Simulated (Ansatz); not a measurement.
**TiW: how the settings move a single-point run**

How sensitive is a single-point run of TiW to its settings? A reference run comes first, then one run with altered input.

Program: Ansatz 0.2.0. Level of theory: reference: DFT, LDA, all-electron LAPW, scalar-relativistic. These are calculated values, not measurements.

1 further run of the same task is left out (it didn't finish).

### Step 1. The system as given

It takes space group Cm (No. 8, monoclinic). Conventional cell: a = 3.187 Å, b = 4.509 Å, c = 4.468 Å, α = 90.00°, β = 90.00°, γ = 90.00°. Ti (site symmetry m) is surrounded by 4 W at 2.58 to 2.91 Å and 4 Ti at 2.76 Å. W (site symmetry m) has 4 Ti at 2.58 to 2.91 Å and 4 W at 2.76 Å as nearest neighbours.

Coordinates:

```cif
data_structure
_symmetry_space_group_name_H-M 'P 1'
_symmetry_Int_Tables_number 1
_cell_length_a 2.7610
_cell_length_b 2.7610
_cell_length_c 4.4681
_cell_angle_alpha 90.000
_cell_angle_beta 90.000
_cell_angle_gamma 109.490
_cell_volume 32.11
loop_
_atom_site_label
_atom_site_type_symbol
_atom_site_fract_x
_atom_site_fract_y
_atom_site_fract_z
_atom_site_occupancy
Ti1 Ti 0.98500 0.98500 0.98500 1
W1 W 0.51500 0.51500 0.51500 1
```

### Step 2. Reference

input.yaml reads:

```yaml
crystal:
  lattice:
    - [1.59372522, -2.2546343387, 0.0]
    - [1.59372522, 2.2546343387, 0.0]
    - [0.0, 0.0, 4.4681168022]
  atoms:
    - { symbol: Ti, position: [-0.015, -0.015, -0.015] }
    - { symbol: W, position: [0.515, 0.515, 0.515] }
kpoints:
  mp_grid: { grid: [11, 11, 7] }
scf:
  occupations: { method: fermi_dirac, width: 0.05 }
hamiltonian:
  xc: lda
  pseudopotentials: { kind: all_electron, lapw: { basis_error: 0.001 } }
output:
  forces: true
  stress: true
  eigenvalues: true
  populations: true
```

On the command line:

```bash
$ ansatz run input.yaml --threads 1 --pin off --max-ram 2048MiB --backend cpu --events-out ev --progress --plain --runs-dir out
```

### Step 3. Changing settings: xc pbesol, accuracy medium

Changes to input.yaml since step 2:

```diff
@@ -13,3 +13,3 @@
 hamiltonian:
-  xc: lda
+  xc: pbesol
   pseudopotentials: { kind: all_electron, lapw: { basis_error: 0.001 } }
@@ -20 +20,2 @@
   populations: true
+accuracy: medium
```

Before running it: what results should come out? Wanted: for each run, ending; energy change; pressure; gap; force.

**Answer**, as computed:

| run | ending | energy change | pressure (GPa) | gap (eV) | force (eV/Å) | cycles | time |
| --- | --- | --- | --- | --- | --- | --- | --- |
| reference | converged | - | -8.8 | 0.00 | 1.05 | 10 | 1.9 min |
| 1: xc pbesol, accuracy medium | converged | not comparable | -3.5 | 0.00 | 1.15 | 11 | 2.1 min |

Residual by cycle in the longest SCF loop of each run; runs are numbered as in the table. The quantity is the density residual dr2, in eV.

| cycle | reference | run 1 |
| --- | --- | --- |
| 1 | 0.555 | 0.599 |
| 2 | 0.184 | 0.182 |
| 3 | 0.162 | 0.149 |
| 4 | 0.0668 | 0.0718 |
| 5 | 0.0179 | 0.019 |
| 6 | 0.00222 | 0.00231 |
| 7 | 1.7e-4 | 1.7e-4 |
| 8 | 4.7e-5 | 3.9e-5 |
| 9 | 1.4e-6 | 1.8e-6 |
| 10 | 9.4e-8 | 1.1e-7 |
| 11 | - | 2.9e-8 |

**Reading.** Total energies don't compare across a change of functional; the pressure goes from -8.8 to -3.5 GPa and the largest force goes from 1.05 to 1.15 eV/Å. The accuracy level changed too.
